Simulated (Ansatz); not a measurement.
# CaH4 (P4/mmm) in Ansatz: further runs

One crystal, CaH4, is run at these levels: PBE; tasks: single point.

Everything below comes from runs of Ansatz 0.2.0. Logs are shortened: lines on timing, memory, paths and dates and some standing lists are left out, and cuts for length are marked.

### Step 1. The cell of the first run

Symmetry: P4/mmm, No. 123, tetragonal system. The conventional cell has a = 4.210 Å, b = 4.210 Å, c = 4.168 Å, α = 90.00°, β = 90.00°, γ = 90.00°. Ca (site symmetry 4/mmm) has 6 H at 2.08 to 2.10 Å as nearest neighbours. H (site symmetry mmm) has 2 Ca at 2.10 Å as nearest neighbours. H (site symmetry 4/mmm) is surrounded by 2 Ca at 2.08 Å. H (site symmetry 4/mmm) is surrounded by 12 H at 2.96 to 2.98 Å.

The cell was built by a generator and needn't be a form met in nature.

### Step 2. Single point, PBE (strained by +1 %)

Contents of input.yaml:

```yaml
crystal:
  lattice:
    - [4.2096598, 0.0, 0.0]
    - [0.0, 4.2096598, 0.0]
    - [0.0, 0.0, 4.16798]
  atoms:
    - { symbol: Ca, position: [0.0, 0.0, 0.0] }
    - { symbol: H, position: [0.5, 0.0, 0.0] }
    - { symbol: H, position: [0.0, 0.5, 0.0] }
    - { symbol: H, position: [0.0, 0.0, 0.5] }
    - { symbol: H, position: [0.5, 0.5, 0.5] }
hamiltonian:
  xc: pbe
  pseudopotentials: { kind: paw }
kpoints:
  mp_grid: { grid: [5, 5, 5] }
scf:
  occupations: { method: fermi_dirac, width: 0.05 }
output:
  forces: true
  stress: true
  eigenvalues: true
```

Potentials or basis: Ansatz PAW.

Run with:

```bash
ansatz run input.yaml --threads 2 --pin off --max-ram 5632MiB --backend cpu --events-out ev --progress --plain --runs-dir out
```

Output:

```text
Warning: RAYON_NUM_THREADS=2 ignored (pool sized by the plan → 2); use --threads N
Engine: ansatz 0.2.0, x86_64-unknown-linux-gnu
Pseudopotentials: kind: paw
Pseudopotential: Ca, paw, valence charge 10, recommended cutoff 420 eV (normal), Ca.paw.azcp
Pseudopotential: H, paw, valence charge 1, recommended cutoff 420 eV (normal), H.paw.azcp
Functional definition: PBE
  parameter kappa = 0.804
  parameter beta = 0.06672455060314922
  exchange = pbe_x(kappa = kappa, mu = beta*pi^2/3)
  correlation = pbe_c(beta = beta)
Crystal: 5 atoms, lattice volume = 73.862 Å³
Basis set: ecut = 420 eV, 1401 PW (Γ), exchange–correlation on 60×60×60 points (8 copies of the dense FFT grid, shifted against one another)
Bands: 12, of which v1, the nominal top of the filled ones, is band 7 counted from 1 (6 counted from 0)
Symmetry: 16 space group operations
Space group: P4/mmm (ITA 123), of the structure as read, at distance tolerance 4.2e-5 Å
k-points: 18 of 125
Non-local potential: Ca, projectors of the file, l = 0: 3, l = 1: 2, l = 2: 2
Non-local potential: H, projectors of the file, l = 0: 2, l = 1: 1
PAW form: soft (Blöchl's): semilocal exchange-correlation on the pseudo side does not see the compensation charge
PAW one-centre angular grid: Ca, 110 points (default); XC on 64 Gauss nodes
PAW one-centre angular grid: H, 110 points (default); XC on 64 Gauss nodes
Initial density: superposition of atomic densities (neutral atoms: chi_scale 0, normalization atom), corrected by the library's trained network
Initial wavefunctions: pseudopotential atomic-orbital guess
Functional: x = pbe(κ = 0.804, μ = 0.2195149727645171), c = pbe(β = 0.06672455060314922)
SCF iter   1: F=—  HF=-1876.219716 eV  |F-HF|=—  |Δ(HF+E_count)|=         —  Δρ=1.08e-2  dr2=1.64e-1  ethr=1.77e-3  ⟨swp⟩=7.1  Hψ=1576  notcnv=0
preconditioner: auto → none  [metal: Δε(μ)=0.062 eV  Ē_g=6.178 eV  σ=0.050 eV  W_gap=0.29  n_scr=6 (ndim 8)  ℏωp=10.6 eV  f_vac=0.000  D(μ)=2.00/eV (n_scr^D=18)  sad-step TF]
SCF iter   2: F=—  HF=-1876.213190 eV  |F-HF|=—  |Δ(HF+E_count)|=   6.53e-3  Δρ=8.44e-3  dr2=8.85e-2  ethr=1.17e-3  ⟨swp⟩=1.3  Hψ=366  notcnv=0
SCF iter   3: F=—  HF=-1876.204443 eV  |F-HF|=—  |Δ(HF+E_count)|=   8.75e-3  Δρ=2.19e-3  dr2=1.72e-3  ethr=6.32e-4  ⟨swp⟩=1.9  Hψ=272  notcnv=0
SCF iter   4: F=—  HF=-1876.207346 eV  |F-HF|=—  |Δ(HF+E_count)|=   2.90e-3  Δρ=1.17e-3  dr2=1.40e-3  ethr=1.23e-5  ⟨swp⟩=2.3  Hψ=409  notcnv=0
SCF iter   5: F=—  HF=-1876.207144 eV  |F-HF|=—  |Δ(HF+E_count)|=   2.02e-4  Δρ=2.07e-4  dr2=4.66e-5  ethr=1.00e-5  ⟨swp⟩=2.5  Hψ=312  notcnv=0
SCF iter   6: F=—  HF=-1876.207243 eV  |F-HF|=—  |Δ(HF+E_count)|=   9.90e-5  Δρ=5.62e-5  dr2=3.19e-6  ethr=3.33e-7  ⟨swp⟩=1.0  Hψ=216  notcnv=0
SCF iter   7: F=-1876.207244 eV  HF=-1876.207244 eV  |F-HF|=3.48e-9  |Δ(HF+E_count)|=   5.61e-7  Δρ=3.99e-6  dr2=2.47e-8  ethr=7.14e-10  ⟨swp⟩=3.6  Hψ=904  notcnv=0
SCF 1 converged in 7 iterations: F = -1876.207244 eV  dr2 = 2.47e-8
SCF converged after 7 iterations
Free energy (F): -1876.207244 eV
Harris-Foulkes:  -1876.207244 eV  (|F-HF|=3.48e-9)
Internal energy: -1876.186522 eV  (E = F + TS)
E sigma→0 (E₀):  -1876.196883 eV
Entropy (-TS):   -0.020722 eV (-4.144 meV/atom)
Fermi energy:    -0.780444 eV
--- Per-component energies (eV) ---
  E_band       = -209.074630
  E_kinetic    = 327.632199
  E_local      = -1048.584176  (includes V_loc(G=0)·N_el)
  E_nonlocal   = 68.803395
  E_hartree    = 361.196278
  E_xc         = -169.461263
  E_vxc        = -212.664302  (∫ρ·V_xc dr)
  E_paw        = -860.043540  (= ΣΔE_a)
  E_vpaw       = -66.652597  (= ΣTr[D̂ρ^β])
  E_aug_tail   = -0.004273  (compensation charges beyond the density's cutoff)
  E_ewald      = -555.725142
  E_smearing   = -0.020722  (= −TS)
  E_closure    = -0.000000  (closes the sum)
  Σ components = -1876.207244   (vs F -1876.207244, Δ=0.00e0)
--- Forces (eV/Å), atoms counted from 1 ---
  atom   1  Ca    -0.00000000     0.00000000     0.00000000
  atom   2  H      0.00000000     0.00000000     0.00000000
  atom   3  H      0.00000000    -0.00000000     0.00000000
  atom   4  H     -0.00000000    -0.00000000     0.00000000
  atom   5  H      0.00000000    -0.00000000     0.00000000
  max |Σ_I F_I| component: 2.03e-31 eV/Å
--- Stress (GPa, compression-positive) ---
       -0.433538       0.000000       0.000000
        0.000000      -0.433538       0.000000
        0.000000       0.000000       0.032185
  P = ⅓ Tr σ = -0.2783 GPa (-2.783 kbar)
--- Band table (eV; the first three rows and the last of 18) ---
  k-point 0: bands = ["-38.9593", "-19.9910", "-19.9910", "-19.9882", "-4.3966", "-1.4799", "-1.4600", "0.1604", "6.3146", "6.3369", "6.3369", "7.3005"]
  k-point 1: bands = ["-38.9581", "-20.0180", "-19.9897", "-19.9897", "-4.0829", "-1.4689", "-1.4142", "0.0080", "5.7768", "5.7768", "6.3431", "7.1041"]
  k-point 2: bands = ["-38.9562", "-20.0657", "-19.9877", "-19.9877", "-3.2689", "-2.1111", "-1.3373", "0.2661", "5.2935", "5.2935", "6.3377", "6.3899"]
  k-point 17: bands = ["-38.9508", "-20.0583", "-20.0529", "-20.0527", "-1.3795", "-0.8431", "-0.7885", "-0.7834", "3.6931", "3.7088", "4.0471", "6.4166"]
```

It took 0.86 s on 2 threads of Intel Xeon Platinum 8259CL at 2.50GHz (Skylake/Cascade Lake), shared host; peak memory 0.34 GiB.

What came out:

```
Free energy            : -1876.2072 eV
Pressure               : -0.3 GPa
Band gap on the k mesh : none (metal or under the smearing width)
```

Levels at points of the mesh, in eV from the Fermi level:
| k point | band 3 | band 4 | band 5 | band 6 | band 7 | band 8 | band 9 | band 10 | band 11 | band 12 |
| --- | --- | --- | --- | --- | --- | --- | --- | --- | --- | --- |
| (0.00, 0.00, 0.00) | -19.21 | -19.21 | -3.62 | -0.70 | -0.68 | 0.94 | 7.10 | 7.12 | 7.12 | 8.08 |

### Step 3. Single point, PBE (strained by +2 %)

Changes to input.yaml since step 2:

```diff
@@ -2,4 +2,4 @@
   lattice:
-    - [4.2096598, 0.0, 0.0]
-    - [0.0, 4.2096598, 0.0]
+    - [4.2513396, 0.0, 0.0]
+    - [0.0, 4.2513396, 0.0]
     - [0.0, 0.0, 4.16798]
@@ -22 +22,5 @@
   eigenvalues: true
+  write_density: true
+  write_potential: true
+  elf: true
+  volumetric_format: npy
```

Potentials or basis: Ansatz PAW.

Run with:

```bash
ansatz run input.yaml --threads 2 --pin off --max-ram 5632MiB --backend cpu --events-out ev --progress --plain --runs-dir out
```

It took 1.2 s on 2 threads of Intel Xeon Platinum 8259CL at 2.50GHz (Skylake/Cascade Lake), shared host; peak memory 0.36 GiB.

Results (log left out):

- Free energy: -1876.2009 eV
- Pressure: -0.7 GPa
- Band gap on the k mesh: none (metal or under the smearing width)

Stress tensor (GPa, compression positive):
```
-0.95  0.00  0.00
 0.00 -0.95  0.00
 0.00  0.00 -0.07
```

Levels at points of the mesh, in eV from the Fermi level:
| k point | band 3 | band 4 | band 5 | band 6 | band 7 | band 8 | band 9 | band 10 | band 11 | band 12 |
| --- | --- | --- | --- | --- | --- | --- | --- | --- | --- | --- |
| (0.00, 0.00, 0.00) | -19.26 | -19.25 | -3.55 | -0.67 | -0.63 | 0.91 | 7.03 | 7.08 | 7.08 | 7.98 |

### Step 4. Single point, PBE (strained by +4 %)

Changes to input.yaml since step 3:

```diff
@@ -2,4 +2,4 @@
   lattice:
-    - [4.2513396, 0.0, 0.0]
-    - [0.0, 4.2513396, 0.0]
+    - [4.3346992, 0.0, 0.0]
+    - [0.0, 4.3346992, 0.0]
     - [0.0, 0.0, 4.16798]
```

Run with:

```bash
ansatz run input.yaml --threads 2 --pin off --max-ram 5632MiB --backend cpu --events-out ev --progress --plain --runs-dir out
```

It took 1.3 s on 2 threads of Intel Xeon Platinum 8259CL at 2.50GHz (Skylake/Cascade Lake), shared host; peak memory 0.36 GiB.

Results (log left out):

```yaml
Free_energy: -1876.1746 eV
Pressure: -1.3 GPa
```

Stress tensor (GPa, compression positive):
```
-1.83  0.00  0.00
 0.00 -1.83  0.00
 0.00  0.00 -0.25
```

Levels at points of the mesh, in eV from the Fermi level:
```
           k point  band 4  band 5  band 6  band 7  band 8  band 9  band 10  band 11
(0.00, 0.00, 0.00)  -19.34   -3.41   -0.64   -0.55    0.87    6.90     6.99     6.99
```

### Step 5. The runs side by side

| cell | gap on the mesh (eV) | pressure (GPa) |
| --- | --- | --- |
| strained by +1 % | none | -0.3 |
| strained by +2 % | none | -0.7 |
| strained by +4 % | - | -1.3 |

Alike in all rows: task single point; level PBE; potentials or basis Ansatz PAW; no spin polarisation; k mesh 5 × 5 × 5; cutoff (eV) 420; smearing fermi-dirac 0.05 eV.

Absolute energies hang on the potentials; compare differences alone.
